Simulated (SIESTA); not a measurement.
**SnIr3 under changes of volume**

One of the cells (15.882 Å³/atom); the others are scaled copies at fixed shape and fractional positions:

```
Ir Sn
1.0
     5.68603    0.00000    0.00000
    -2.84302    4.92425    0.00000
     0.00000    0.00000    4.53794
Ir Sn
6 2
Direct
  0.16279 0.32558 0.25000
  0.16279 0.83721 0.25000
  0.67442 0.83721 0.25000
  0.83721 0.67442 0.75000
  0.83721 0.16279 0.75000
  0.32558 0.16279 0.75000
  0.33333 0.66667 0.75000
  0.66667 0.33333 0.25000
```

The cell comes from a database or a generator and needn't be the stable form of this composition.

```yaml
Program: SIESTA 5.4.2
Functional: LDA
Potentials_or_basis: PseudoDojo 0.4 standard (LDA files)
Basis: DZP (energy shift 0.003 Ry; two zetas on semicore shells)
Grid_cutoff: 800 Ry
Energy_shift: 0.003 Ry
k_mesh: 4 × 4 × 4
Occupations: fermi-dirac, width 0.05 eV
Spin: no spin polarisation
```

| volume (Å³/atom) | energy over the lowest point (meV/atom) | pressure (GPa) | largest force (eV/Å) |
| --- | --- | --- | --- |
| 14.930 | 7.37 | 7.2 | 0.098 |
| 15.247 | 0.00 | 0.4 | 0.007 |
| 15.565 | 5.25 | -5.5 | 0.076 |
| 15.882 | 21.65 | -10.8 | 0.150 |
| 16.200 | ? | ? | ? |
| 16.518 | 82.43 | -19.4 | 0.280 |

Q: What does the run at 16.200 Å³/atom give?

A: Energy over the lowest point 47.76 meV/atom; pressure -15.4 GPa; largest force 0.220 eV/Å.

Worked out: A Birch-Murnaghan fit of order 3 (a polynomial in V^(-2/3)) to the other rows has its minimum at 15.27 Å³/atom with B0 = V·E''(V) = 305 GPa and B' = 5.4 at fixed shape and positions, which overstates the stiffness. It gives 47.78 meV/atom at 16.200 Å³/atom, against the run's 47.76, and -dE/dV = -15.4 GPa, against -15.4.

Energies are extrapolated to zero smearing.

Caveats: short orbitals over semicore shells can move pressures by several GPa; the basis of atomic orbitals isn't converged, which shifts pressures, moduli and gaps.
